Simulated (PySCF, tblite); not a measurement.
**C₃H₅P₃Si: geometry, infrared bands and NMR shifts**

What infrared bands and NMR shifts should C₃H₅P₃Si (`[SiH3]c1pcpcp1`) show?

Programs: tblite 0.8.0 and PySCF 2.14.0, with density-fitted response routines of our own. Each step states its level of theory. These are calculated values for one molecule in the gas phase, unless marked as measured. Atoms count from 0, in the outputs and in this text.

## 1. The molecule as given

12 atoms, charge 0, multiplicity 1; geometry from: force field or distance geometry start.

Bonds of the start (Å): Si0–C1 1.87, C1–P2 1.75, P2–C3 1.75, C3–P4 1.73, P4–C5 1.73, C5–P6 1.74, P6–C1 1.73, Si0–H7 1.46, Si0–H8 1.47, Si0–H9 1.47, C3–H10 1.09, C5–H11 1.09.

## 2. Optimising the geometry with GFN2-xTB

Job settings and geometry (Å):

```
{"job": {"kind": "relax", "xc": "GFN2-xTB", "basis": "xTB"}, "charge": 0, "multiplicity": 1}
Si     2.452200    -0.221500     0.334800
C      0.603400    -0.061300     0.077000
P     -0.348600    -1.529000     0.065200
C     -2.065700    -1.322100    -0.181800
P     -2.734000     0.260000    -0.362300
C     -1.717500     1.662900    -0.336400
P      0.000800     1.546300    -0.106800
H      2.964600    -0.909500    -0.849600
H      2.619400    -0.986600     1.575900
H      3.071200     1.104400     0.411600
H     -2.710700    -2.205200    -0.198200
H     -2.133900     2.660900    -0.455300
```

On the command line:

```
$ OMP_NUM_THREADS=1 python probes_run.py task.json out
```

The driver reads the jobs from task.json and runs them one after another.

**Question.** This job is followed by: GFN2-xTB harmonic vibrations, gas phase; GIAO PBE0/pcSseg-1 NMR shielding, non-relativistic, gas phase. What will the session give for the following? strongest single infrared mode (GFN2-xTB); zero-point energy (GFN2-xTB); 13C shifts against TMS (PBE0/pcSseg-1, means over atoms taken as alike); 1H shifts against TMS (PBE0/pcSseg-1, means over atoms taken as alike); 29Si shifts against TMS (PBE0/pcSseg-1); 31P shifts against H3PO4 (PBE0/pcSseg-1, means over atoms taken as alike); surface potential, 1st and 99th percentile.

The runs gave:

| quantity | value |
| --- | --- |
| strongest single infrared mode (GFN2-xTB) | 786 cm⁻¹, 504 km/mol |
| zero-point energy (GFN2-xTB) | 39.9 kcal/mol |
| 13C shifts against TMS (PBE0/pcSseg-1, means over atoms taken as alike) | 194.8, 185.2 ppm |
| 1H shifts against TMS (PBE0/pcSseg-1, means over atoms taken as alike) | 11.06, 5.07 ppm |
| 29Si shifts against TMS (PBE0/pcSseg-1) | -60.6 ppm |
| 31P shifts against H3PO4 (PBE0/pcSseg-1, means over atoms taken as alike) | 295.1, 251.2 ppm |
| surface potential, 1st and 99th percentile | -0.53 V and 1.12 V |

**Reading.** The optimisation took 18 steps and gained 0.703 eV; among the close pairs (by a distance rule), Si0–C1 changed most, from 1.874 to 1.906 Å. The lowest mode is slightly imaginary (13i cm⁻¹), a soft motion within the noise of the Hessian, so the minimum is not strictly shown. The strongest single mode, at 786 cm⁻¹, moves mainly H8 and H7. GFN2-xTB is a fitted tight-binding method: band positions and strengths are rough. Its intensities can rank the bands wrongly. NICS(1)zz of -22 ppm above the planar ring from C1 marks a diatropic (aromatic) ring current. At PBE0/pcSseg-1, counted by nearest atom on the grid, the HOMO lies on P6 40 %; P2 30 %, the LUMO on P4 31 %; C1 20 %.
